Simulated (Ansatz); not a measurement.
# AsH+ (quartet): from Hartree-Fock to the top rungs at distance As1–H2 = 1.455 Å, cc-pVTZ

How much of the correlation energy of AsH+ (quartet) does each wave-function method recover here?

Computed with Ansatz 0.2.0, Gaussian basis. Level: cc-pVTZ, core rule «outside noble gas», up to 14 orbitals frozen.

The runs, in order: UHF; CCSD(T) on ROHF; CCSD(T) on UHF; BCCD(T) on ROHF; CISD; CCSDT(Q) on ROHF; CCSDT(Q) on UHF; CASSCF and MRCISD+Q, 5 electrons in 5 orbitals; CASSCF and NEVPT2, 5 electrons in 5 orbitals; Full CI.

26 further runs of the same task are left out: 1 for a mislabelled method, 21 that didn't finish, 4 set aside as unsound or not needed.

## Step 1: The geometry

The geometry derives from a PBE0/def2-TZVP stationary point (not a proven minimum). One bond is set to the value named and the two fragments are kept rigid. No spin-orbit coupling is included. The filled d shell of As may be among the frozen orbitals whatever the setting's name suggests; the logs give the count.

2 atoms, charge 1, spin multiplicity 4.

Atoms are counted from 1 here; the program's logs count them from 0.

Bond lengths: As1–H2 1.455 Å.

## Step 2: UHF

in.yaml

```yaml
crystal:
  periodic: [false, false, false]
  atoms:
    - {symbol: As, position_ang: [0.000000, 0.000000, 0.000000]}
    - {symbol: H, position_ang: [0.000000, 0.000000, 1.455000]}
basis:
  gaussian: {orbitals: cc-pVTZ}
total_charge: 1
magnetization: {spin_polarized: true, initial_magnetization: 3}
hamiltonian: {xc: hf}
output: {orbitals: {seedname: orbitals}}
```

On the command line:

```sh
ansatz run in.yaml --threads 1 --pin off --events-out ev --progress --plain --max-ram 2393MiB
```

Further steps of the session: CCSD(T) on ROHF; CCSD(T) on UHF; BCCD(T) on ROHF; CISD; CCSDT(Q) on ROHF; CCSDT(Q) on UHF; CASSCF and MRCISD+Q, 5 electrons in 5 orbitals; CASSCF and NEVPT2, 5 electrons in 5 orbitals; Full CI.

Before running them: what should the planned runs give, taken together? Wanted: FCI below the RHF energy; RMP2 from FCI; UMP2 from FCI; RCCSD from FCI; RCCSD(T) from FCI; UCCSD(T) from FCI; RCCSDT(Q) from FCI; UCCSDT(Q) from FCI; NEVPT2 valence from FCI.

As calculated:

| quantity | value |
| --- | --- |
| FCI below the RHF energy | -2.3692 eV |
| RMP2 from FCI | +51.1 kJ/mol |
| UMP2 from FCI | +48.9 kJ/mol |
| RCCSD from FCI | +8.4 kJ/mol |
| RCCSD(T) from FCI | +1.6 kJ/mol |
| UCCSD(T) from FCI | -0.7 kJ/mol |
| RCCSDT(Q) from FCI | -0.1 kJ/mol |
| UCCSDT(Q) from FCI | -2.4 kJ/mol |
| NEVPT2 valence from FCI | +44.1 kJ/mol |
| MRCISD+Q valence from FCI | +3.0 kJ/mol |
| levels within 1 kcal/mol (43 meV) | RCCSD(T), UCCSD(T), BCCD(T), RCCSDT, UCCSDT, RCCSDT(Q), UCCSDT(Q), MRCISD+Q valence |
| T1 diagnostic | 0.028 |
| effectively unpaired electrons | 3.01 |

**Reading.** RCCSD(T) misses by +1.6 kJ/mol, 0.7 % of the correlation energy. CCSD(T) misses by +1.6 kJ/mol on the restricted determinant and by -0.7 kJ/mol on the unrestricted one; the two need not hold the same state or core. UCCSD(T), UCCSDT, UCCSDT(Q) fall below full CI: unrestricted runs freeze a spin-polarised core, another one than full CI's, and coupled cluster isn't variational. One determinant dominates. Of the multireference levels listed MRCISD+Q valence comes nearest in total energy (+3.0 kJ/mol), which doesn't show that its space is the better one. These misses are within one basis, not against nature; the frozen cores of restricted and unrestricted runs differ, which can shift their rows.
